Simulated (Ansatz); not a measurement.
# H5NO2Si: molecular dynamics

Purpose: to follow the molecule's vibrations and see whether its bonds hold. The start is relaxed first. Runs: 500 steps of 0.25 fs under a Langevin thermostat at 700 K. SMILES of the start: N[SiH](O)O.

Program: Ansatz 0.2.0. Level of theory: RKS PBE0/def2-SVP. These are calculated values, not measurements.

## Step 1: The starting structure

Bond lengths: Si1–N2 1.820 Å, N2–H3 1.060 Å, N2–H4 1.060 Å, Si1–O5 1.680 Å, O5–H6 1.010 Å, Si1–H7 1.459 Å, Si1–O8 1.679 Å, O8–H9 1.010 Å. Angles: Si1–N2–H3 120.0°, Si1–N2–H4 120.0°, H3–N2–H4 120.0°, N2–Si1–O5 109.4°, N2–Si1–H7 109.5°, N2–Si1–O8 109.5°, O5–Si1–H7 109.5°, O5–Si1–O8 109.5°, H7–Si1–O8 109.5°, Si1–O5–H6 109.5°, Si1–O8–H9 109.5°.

Coordinates:

```xyz
9

Si    0.0000    0.0000    0.0000
N     0.0000    0.0000    1.8200
H    -0.8770   -0.2713    2.3500
H     0.8770    0.2713    2.3500
O     1.5842    0.0000   -0.5594
H     1.9006   -0.9521   -0.6761
H    -0.6877    1.1914   -0.4862
O    -0.7913   -1.3709   -0.5594
H    -1.2459   -1.8365    0.2129
```

## Step 2: Relaxing the start

The input, input.yaml:

```yaml
crystal:
  periodic: [false, false, false]
  atoms:
    - { symbol: Si, position_ang: [0.0, 0.0, 0.0] }
    - { symbol: "N", position_ang: [0.0, 0.0, 1.82] }
    - { symbol: H, position_ang: [-0.877, -0.2713, 2.35] }
    - { symbol: H, position_ang: [0.877, 0.2713, 2.35] }
    - { symbol: O, position_ang: [1.5842, 0.0, -0.5594] }
    - { symbol: H, position_ang: [1.9006, -0.9521, -0.6761] }
    - { symbol: H, position_ang: [-0.6877, 1.1914, -0.4862] }
    - { symbol: O, position_ang: [-0.7913, -1.3709, -0.5594] }
    - { symbol: H, position_ang: [-1.2459, -1.8365, 0.2129] }
basis:
  gaussian: { orbitals: def2-SVP }
hamiltonian:
  xc: pbe0
relax:
  f_tol: 0.02
  max_steps: 40
```

Run with:

```sh
$ ansatz run input.yaml --threads 2 --pin off --max-ram 3072MiB --backend cpu --events-out ev --progress --plain --runs-dir out
```

The log of the run, shortened:

```text
Warning: RAYON_NUM_THREADS=2 ignored (pool sized by the plan → 2); use --threads N
[...]
Functional definition: PBE0
[...]
883 factors; integrals over basis functions are off by at most 3.3e-4 eV
[...]
mean field -13529.52988700 eV, -497.2010527027 hartree, gradient 6.1e-6 eV, S^2 0.000000; 0 other end points of the search recorded, 0 dependent functions left out
[...]
reference -13529.52991124 eV, -497.2010535934 hartree; 21, 21 occupied and 64, 64 virtual orbitals, 883 factors
relax step   1: F+E_penalty+E_count = -13529.52988700 eV  Δ(F+E_penalty+E_count) = +0.000e0 eV  max|allowed force component| = 2.102e0 eV/Å  Δτ_max = 0.0000 Å  (26 SCF iters, accepted)
[...]
relax step   3: F+E_penalty+E_count = -13529.98372903 eV  Δ(F+E_penalty+E_count) = -9.266e-2 eV  max|allowed force component| = 4.068e-1 eV/Å  Δτ_max = 0.0708 Å  (27 SCF iters, accepted)
[...]
relax step   5: F+E_penalty+E_count = -13530.01907573 eV  Δ(F+E_penalty+E_count) = -2.022e-3 eV  max|allowed force component| = 5.661e-1 eV/Å  Δτ_max = 0.1957 Å  (27 SCF iters, accepted)
[...]
relax step   7: F+E_penalty+E_count = -13530.04420137 eV  Δ(F+E_penalty+E_count) = -2.012e-2 eV  max|allowed force component| = 1.146e-1 eV/Å  Δτ_max = 0.1929 Å  (28 SCF iters, accepted)
[...]
relax step   9: F+E_penalty+E_count = -13530.05502008 eV  Δ(F+E_penalty+E_count) = -2.204e-3 eV  max|allowed force component| = 1.319e-1 eV/Å  Δτ_max = 0.0627 Å  (23 SCF iters, accepted)
[...]
relax step  10: F+E_penalty+E_count = -13530.05552527 eV  Δ(F+E_penalty+E_count) = -5.052e-4 eV  max|allowed force component| = 1.390e-2 eV/Å  Δτ_max = 0.0116 Å  (25 SCF iters, accepted)
883 factors; integrals over basis functions are off by at most 3.5e-4 eV
mean field -13530.05552527 eV, -497.2203695528 hartree, gradient 4.3e-5 eV, S^2 0.000000; 1 other end points of the search recorded, 0 dependent functions left out
[...]
reference -13530.05554882 eV, -497.2203704180 hartree; 21, 21 occupied and 64, 64 virtual orbitals, 883 factors
Total energy: -13530.05554882 eV, -497.2203704180 hartree
Atom 0 at    -0.078282    -0.009271     0.035937 Å, force     0.000880    -0.005683    -0.009508 eV/Å
Atom 1 at     0.113462    -0.159110     1.746030 Å, force     0.001792    -0.004978    -0.009943 eV/Å
Atom 2 at    -0.708698    -0.235312     2.335559 Å, force     0.001456     0.002673    -0.000035 eV/Å
Atom 3 at     0.836452     0.375703     2.215638 Å, force    -0.002375     0.001050     0.000306 eV/Å
Atom 4 at     1.437389    -0.134618    -0.628596 Å, force    -0.013902     0.002070     0.009330 eV/Å
Atom 5 at     1.990532    -0.838421    -0.276497 Å, force     0.003022     0.000824     0.000402 eV/Å
Atom 6 at    -0.623016     1.248423    -0.522398 Å, force     0.002758    -0.005153     0.002337 eV/Å
Atom 7 at    -1.166570    -1.174307    -0.425804 Å, force     0.008609     0.011164     0.008691 eV/Å
Atom 8 at    -1.041369    -2.041188    -0.028070 Å, force    -0.002241    -0.001966    -0.001580 eV/Å
Dipole moment:     0.154079    -0.271112     0.608163 e Å
```

It took 17 s on 2 threads of Arm Neoverse V2, shared host; peak memory 0.16 GiB.

Relaxation path:

```csv
step,energy from step 1 (eV),largest force component (eV/Å)
1,0.0000,2.1025
2,-0.3612,1.0111
3,-0.4538,0.4068
4,-0.4872,0.3504
5,-0.4892,0.5661
6,-0.4942,0.4070
7,-0.5143,0.1146
8,-0.5229,0.1690
9,-0.5251,0.1319
10,-0.5256,0.0139
```

Step 1 is the start.

After: Bond lengths: Si1–N2 1.727 Å, N2–H3 1.015 Å, N2–H4 1.015 Å, Si1–O5 1.660 Å, O5–H6 0.962 Å, Si1–H7 1.480 Å, Si1–O8 1.660 Å, O8–H9 0.962 Å. Angles: Si1–N2–H3 119.5°, Si1–N2–H4 119.4°, H3–N2–H4 110.4°, N2–Si1–O5 106.8°, N2–Si1–H7 119.2°, N2–Si1–O8 106.7°, O5–Si1–H7 104.4°, O5–Si1–O8 115.7°, H7–Si1–O8 104.5°, Si1–O5–H6 115.7°, Si1–O8–H9 115.6°.

## Step 3: Dynamics

500 steps of 0.25 fs under a Langevin thermostat at 700 K, from the relaxed start.

The input, input.yaml:

```yaml
crystal:
  periodic: [false, false, false]
  atoms:
    - { symbol: Si, position_ang: [-0.078282, -0.009271, 0.035937] }
    - { symbol: "N", position_ang: [0.113462, -0.15911, 1.74603] }
    - { symbol: H, position_ang: [-0.708698, -0.235312, 2.335559] }
    - { symbol: H, position_ang: [0.836452, 0.375703, 2.215638] }
    - { symbol: O, position_ang: [1.437389, -0.134618, -0.628596] }
    - { symbol: H, position_ang: [1.990532, -0.838421, -0.276497] }
    - { symbol: H, position_ang: [-0.623016, 1.248423, -0.522398] }
    - { symbol: O, position_ang: [-1.16657, -1.174307, -0.425804] }
    - { symbol: H, position_ang: [-1.041369, -2.041188, -0.02807] }
basis:
  gaussian: { orbitals: def2-SVP }
hamiltonian:
  xc: pbe0
md:
  timestep: 0.25
  n_steps: 500
  ensemble: nvt_langevin
  temperature: 700.0
  initial_velocities: maxwell_boltzmann
  seed: 808318
  friction: 0.05
```

Run with:

```sh
$ ansatz run input.yaml --threads 2 --pin off --max-ram 3072MiB --backend cpu --events-out ev --progress --plain --runs-dir out
```

The log of the run, shortened:

```text
Warning: RAYON_NUM_THREADS=2 ignored (pool sized by the plan → 2); use --threads N
[...]
[... 1 set-up line as earlier in the session ...]
[...]
882 factors; integrals over basis functions are off by at most 3.6e-4 eV
[...]
mean field -13530.05551808 eV, -497.2203692886 hartree, gradient 2.2e-5 eV, S^2 0.000000; 0 other end points of the search recorded, 0 dependent functions left out
[...]
reference -13530.05554152 eV, -497.2203701497 hartree; 21, 21 occupied and 64, 64 virtual orbitals, 882 factors
md step     0: t =     0.00 fs  T =   622.2 K  F+E_penalty+E_count = -13530.05551808 eV  E_kin = 0.723856 eV  (24 SCF iters)
[...]
md step    25: t =     6.25 fs  T =   484.2 K  F+E_penalty+E_count = -13529.79583980 eV  E_kin = 0.563244 eV  (25 SCF iters)
[...]
md step    50: t =    12.50 fs  T =   760.9 K  F+E_penalty+E_count = -13529.68483920 eV  E_kin = 0.885195 eV  (24 SCF iters)
[...]
md step    75: t =    18.75 fs  T =   426.3 K  F+E_penalty+E_count = -13529.54363344 eV  E_kin = 0.495881 eV  (25 SCF iters)
[...]
md step    99: t =    24.75 fs  T =   645.8 K  F+E_penalty+E_count = -13529.56644783 eV  E_kin = 0.751241 eV  (26 SCF iters)
md step   100: t =    25.00 fs  T =   715.6 K  F+E_penalty+E_count = -13529.57893530 eV  E_kin = 0.832525 eV  (26 SCF iters)
```

## Step 4: The log goes on: dynamics from the start

Output, continued, shortened:

```text
md step   101: t =    25.25 fs  T =   754.7 K  F+E_penalty+E_count = -13529.59195297 eV  E_kin = 0.877956 eV  (26 SCF iters)
[...]
md step   133: t =    33.25 fs  T =   661.3 K  F+E_penalty+E_count = -13529.56429833 eV  E_kin = 0.769311 eV  (25 SCF iters)
[...]
md step   165: t =    41.25 fs  T =   629.2 K  F+E_penalty+E_count = -13529.31171897 eV  E_kin = 0.731940 eV  (26 SCF iters)
[...]
md step   197: t =    49.25 fs  T =   977.7 K  F+E_penalty+E_count = -13529.75325547 eV  E_kin = 1.137347 eV  (26 SCF iters)
[...]
md step   229: t =    57.25 fs  T =   389.1 K  F+E_penalty+E_count = -13529.44123267 eV  E_kin = 0.452622 eV  (24 SCF iters)
md step   230: t =    57.50 fs  T =   442.8 K  F+E_penalty+E_count = -13529.45096544 eV  E_kin = 0.515131 eV  (25 SCF iters)
```

## Step 5: The output, continued: dynamics from the start

The log, continued, shortened:

```text
md step   231: t =    57.75 fs  T =   489.3 K  F+E_penalty+E_count = -13529.46572801 eV  E_kin = 0.569176 eV  (26 SCF iters)
[...]
md step   256: t =    64.00 fs  T =   907.4 K  F+E_penalty+E_count = -13529.74090824 eV  E_kin = 1.055569 eV  (26 SCF iters)
[...]
md step   281: t =    70.25 fs  T =   632.6 K  F+E_penalty+E_count = -13529.61659266 eV  E_kin = 0.735872 eV  (25 SCF iters)
[...]
md step   306: t =    76.50 fs  T =   252.1 K  F+E_penalty+E_count = -13529.61381849 eV  E_kin = 0.293310 eV  (22 SCF iters)
[...]
md step   498: t =   124.50 fs  T =   515.8 K  F+E_penalty+E_count = -13529.51180822 eV  E_kin = 0.600069 eV  (26 SCF iters)
md step   499: t =   124.75 fs  T =   464.7 K  F+E_penalty+E_count = -13529.50923416 eV  E_kin = 0.540628 eV  (26 SCF iters)
[...]
md step   500: t =   125.00 fs  T =   438.4 K  F+E_penalty+E_count = -13529.50906741 eV  E_kin = 0.509983 eV  (26 SCF iters)
Total energy: -13529.50909071 eV, -497.2002884531 hartree
Atom 0 at    -0.328112     0.137875     0.193801 Å, force     2.218189     0.925506    -1.471108 eV/Å
Atom 1 at    -0.100900    -0.046679     1.873469 Å, force     0.615127     0.083232     1.642432 eV/Å
Atom 2 at     0.584865    -0.721824     2.274398 Å, force    -0.857472     0.625577    -0.581552 eV/Å
Atom 3 at    -0.015272     0.834129     2.399420 Å, force    -0.236163    -0.520116    -0.203088 eV/Å
Atom 4 at     1.314291    -0.160873    -0.427537 Å, force    -4.107793     0.617522    -1.888590 eV/Å
Atom 5 at     1.894708    -0.302822     0.269514 Å, force     1.657303    -0.302560     2.079660 eV/Å
Atom 6 at    -0.890661     1.527513    -0.192493 Å, force     0.620288    -0.900731     0.525424 eV/Å
Atom 7 at    -1.443157    -0.829380    -0.529719 Å, force     0.268949    -0.679873    -0.011071 eV/Å
Atom 8 at    -1.221779    -1.771024    -0.516809 Å, force    -0.178429     0.151444    -0.092106 eV/Å
Dipole moment:     0.297451    -0.212118     0.582864 e Å
```

Wall time 12 min (2 threads of Arm Neoverse V2, shared host); peak memory 0.15 GiB.

## Step 6: The trajectory

The trajectory, every 26 steps (energies from step 0):

```csv
time (fs),T (K),potential energy change (meV/atom)
0.0,622,0.0
6.5,456,29.6
13.0,816,41.7
19.5,338,61.2
26.0,803,49.5
32.5,723,53.5
39.0,617,80.6
45.5,845,57.8
52.0,731,49.5
58.5,598,59.1
65.0,693,35.9
71.5,363,55.7
78.0,345,39.4
84.5,382,33.4
91.0,680,41.8
97.5,779,55.3
104.0,966,47.5
110.5,697,58.5
117.0,559,60.4
123.5,555,59.9
125.0,438,60.7
```

time (fs), T (K) and a bar:
```
      0.0        622 ###############
      5.5        544 ############
     10.8        483 #########
     16.2        857 #########################
     21.8        451 ########
     27.2        693 ##################
     32.5        723 ###################
     38.0        633 ###############
     43.5        831 ########################
     49.0        951 ############################
     54.2        553 ############
     59.8        515 ###########
     65.2        682 #################
     70.8        562 #############
     76.0        251 
     81.5        486 ##########
     87.0        481 #########
     92.5        701 ##################
     97.8        702 ##################
    103.2        990 ##############################
    108.8        577 #############
    114.2        895 ##########################
    119.5        599 ##############
    125.0        438 ########
```

## Step 7: Frames from the trajectory

Extended XYZ, with forces in eV/Å:

```xyz
9
time_fs=15.5 T=821 dE=0.3902
Si   -0.048    0.005    0.072   -0.577    1.258   -0.861
N     0.104   -0.245    1.730    1.951   -0.437    2.512
H    -0.378   -0.939    2.319   -0.082    0.597   -0.761
H     1.067   -0.143    2.132   -1.292    0.188   -0.403
O     1.436   -0.102   -0.612    1.121   -0.278    0.085
H     2.061   -0.570   -0.042    0.026    0.013   -0.344
H    -0.588    1.247   -0.550    0.089    0.146    0.585
O    -1.161   -1.044   -0.431   -0.998   -2.061   -0.935
H    -0.914   -1.981   -0.510   -0.239    0.573    0.122
9
time_fs=31.2 T=761 dE=0.4370
Si   -0.033    0.066    0.108    0.027   -1.414    0.550
N     0.125   -0.343    1.812   -0.318   -1.440   -0.663
H    -0.024   -1.383    1.922    0.237    1.526    0.071
H     0.974   -0.072    2.293    0.046    0.076    0.252
O     1.469   -0.185   -0.657   -0.080    0.245    1.257
H     2.110   -0.132    0.098   -0.568   -0.204   -1.208
H    -0.404    1.495    0.022   -0.282   -0.106   -0.330
O    -1.226   -1.019   -0.422    0.611    1.490    0.280
H    -1.005   -1.838   -0.857    0.328   -0.173   -0.210
9
time_fs=47.0 T=1115 dE=0.3894
Si   -0.018    0.064    0.139    0.608    0.725    2.956
N     0.001   -0.356    1.880   -0.126    0.803   -2.598
H     0.222   -1.305    2.116    0.148   -0.297    0.554
H     0.195    0.365    2.548    0.283    0.039    0.578
O     1.412   -0.139   -0.677   -1.153   -0.388   -0.701
H     2.330   -0.044   -0.467    0.343    0.175    0.492
H    -0.425    1.535    0.150    0.126   -0.697   -0.292
O    -1.166   -0.947   -0.421   -0.427    0.083   -0.284
H    -0.976   -1.577   -1.100    0.199   -0.443   -0.705
9
time_fs=62.5 T=728 dE=0.3328
Si   -0.006    0.117    0.234   -0.495   -0.820   -3.360
N    -0.167   -0.297    1.828    0.480   -1.259    1.261
H    -0.246   -1.315    2.033   -0.032    1.298    0.178
H    -0.331    0.365    2.568    0.022   -0.181    0.329
O     1.388   -0.223   -0.712   -1.866   -0.259    0.838
H     2.171    0.248   -0.487    1.032    0.627    0.280
H    -0.417    1.540    0.042    0.302    0.019    0.193
O    -1.122   -0.936   -0.469    0.219    0.234    0.179
H    -1.049   -1.337   -1.340    0.337    0.340    0.102
9
time_fs=78.0 T=345 dE=0.3548
Si   -0.098    0.122    0.198    1.079   -1.151    1.586
N    -0.157   -0.308    1.891    0.052    1.540    0.081
H    -0.631   -1.131    2.192   -0.308   -0.966   -0.068
H    -0.291    0.387    2.646    0.317   -0.318   -0.934
O     1.339   -0.209   -0.613   -0.515   -0.319    0.048
H     2.048    0.426   -0.480   -0.050    0.055    0.019
H    -0.052    1.596    0.170   -0.765    0.388   -0.172
O    -1.193   -0.945   -0.495    0.527    1.343   -0.461
H    -1.036   -0.817   -1.442   -0.337   -0.572   -0.098
9
time_fs=93.8 T=739 dE=0.4316
Si   -0.135    0.107    0.230   -1.948    1.678   -1.963
N    -0.101   -0.229    1.856    0.617    3.019    1.345
H    -0.466   -1.045    2.222   -0.908   -2.152    1.077
H    -0.214    0.591    2.492    0.031   -1.151   -0.623
O     1.308   -0.164   -0.469    1.327    0.213   -0.760
H     2.057    0.423   -0.279   -0.494   -0.382   -0.038
H    -0.652    1.602    0.003    0.848   -1.165    0.384
O    -1.273   -0.831   -0.539    0.288    0.209    2.317
H    -1.314   -1.053   -1.439    0.239   -0.269   -1.740
9
time_fs=109.5 T=643 dE=0.5590
Si   -0.270    0.122    0.152    0.225    1.072    2.361
N    -0.070   -0.134    1.871   -0.505   -0.633   -0.571
H     0.075   -1.039    2.364   -0.107    1.452   -0.267
H     0.018    0.769    2.336   -0.075   -0.718    0.654
O     1.288   -0.104   -0.383    0.457    0.055   -0.736
H     1.922    0.152    0.319   -0.723   -0.357   -0.600
H    -0.687    1.610    0.224    0.112   -0.908   -0.589
O    -1.402   -0.832   -0.600    1.685   -1.109   -1.481
H    -0.950   -1.456   -1.252   -1.069    1.146    1.228
9
time_fs=125.0 T=438 dE=0.5465
Si   -0.328    0.138    0.194    2.218    0.925   -1.471
N    -0.101   -0.047    1.873    0.615    0.083    1.642
H     0.585   -0.722    2.274   -0.858    0.626   -0.582
H    -0.015    0.834    2.399   -0.236   -0.520   -0.203
O     1.314   -0.161   -0.427   -4.108    0.618   -1.889
H     1.895   -0.303    0.270    1.657   -0.303    2.080
H    -0.891    1.528   -0.193    0.620   -0.901    0.525
O    -1.443   -0.829   -0.530    0.269   -0.680   -0.011
H    -1.222   -1.771   -0.517   -0.178    0.151   -0.092
```

## Step 8: Outcome

| quantity | value |
| --- | --- |
| relaxation of the start | 9 moves, 0.526 eV lower |
| length | 500 steps of 0.25 fs |
| temperature, first and last step | 622 and 438 K |
| temperature, second half | mean 616 K, from 246 to 1006 K |
| potential energy, second half | +49 meV/atom from the start |
| bonds formed or broken | 0 |

**Reading.** Against a set 700 K the second half averages 616 K with a spread of 175 K. The bonds all hold. 125 fs on 9 atoms is far too short and small for converged averages. The nuclei move classically, without zero-point motion, which matters most for hydrogen.
